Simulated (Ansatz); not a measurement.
# BaHfAg: what a guessed cell relaxes into

The task: take a trial cell of BaHfAg to zero force and stress.

Program: Ansatz 0.2.0. Level of theory: DFT PBE, scalar-relativistic, plane waves, PAW. These are calculated values, not measurements.

## 1. The structure to begin with

The structure is tetragonal, space group P4/mmm (No. 123). The conventional cell has a = 3.766 Å, b = 3.766 Å, c = 4.101 Å, α = 90.00°, β = 90.00°, γ = 90.00°. Ba (site symmetry 4/mmm) is surrounded by 2 Ag at 2.05 Å. Hf (site symmetry 4/mmm) is surrounded by 4 Ag at 2.66 Å. Ag (site symmetry 4/mmm) is surrounded by 2 Ba at 2.05 Å.

Coordinates:

```
Ba Hf Ag
1.0
     3.76637    0.00000    0.00000
     0.00000    3.76637    0.00000
     0.00000    0.00000    4.10122
Ba Hf Ag
1 1 1
Cartesian
  0.0000 0.0000 2.0506
  1.8832 1.8832 0.0000
  0.0000 0.0000 0.0000
```

The cell is invented: random cell by space group and Wyckoff sites (P4/mmm, No. 123). Its size is a rough estimate.

## 2. The guess as it stands, on a coarse mesh

input.yaml

```yaml
crystal:
  lattice:
    - [3.76636725, 0.0, 0.0]
    - [0.0, 3.76636725, 0.0]
    - [0.0, 0.0, 4.10122197]
  atoms:
    - { symbol: Ba, position: [0.0, 0.0, 0.5] }
    - { symbol: Hf, position: [0.5, 0.5, 0.0] }
    - { symbol: Ag, position: [0.0, 0.0, 0.0] }
basis:
  ecutwfc: 420
kpoints:
  mp_grid: { grid: [4, 4, 4] }
hamiltonian:
  xc: pbe
scf:
  occupations: { method: gaussian, width: 0.1 }
  lower_state_search: "off"
output:
  forces: true
  stress: true
  eigenvalues: true
```

Launch:

```console
$ ansatz run input.yaml --threads 1 --pin off --max-ram 2048MiB --backend cpu --events-out ev --progress --plain --runs-dir out
```

The session goes on with these runs: rough relaxation on the coarse mesh; final relaxation.

Before running it: what results should come out? Wanted: conventional cell; volume; energy over the elements; gap on the mesh.

As calculated:

| quantity | value |
| --- | --- |
| symmetry at the end (tolerance 0.05 Å) | space group P4/mmm (No. 123) |
| conventional cell | a = 3.970 Å, b = 3.970 Å, c = 6.424 Å, α = 90.00°, β = 90.00°, γ = 90.00° |
| volume | 33.74 Å³/atom |
| energy over the elements | +0.52 eV/atom |
| gap on the mesh | none (metal) |

What this shows: The space group P4/mmm (No. 123) is kept, and the volume per atom grows by 74.0 % from the first guess. With a positive formation energy it can't be a ground state. No finished test with a distortion of lower symmetry is shown, so the end may be a saddle point. Spin-orbit coupling is left out for Hf.
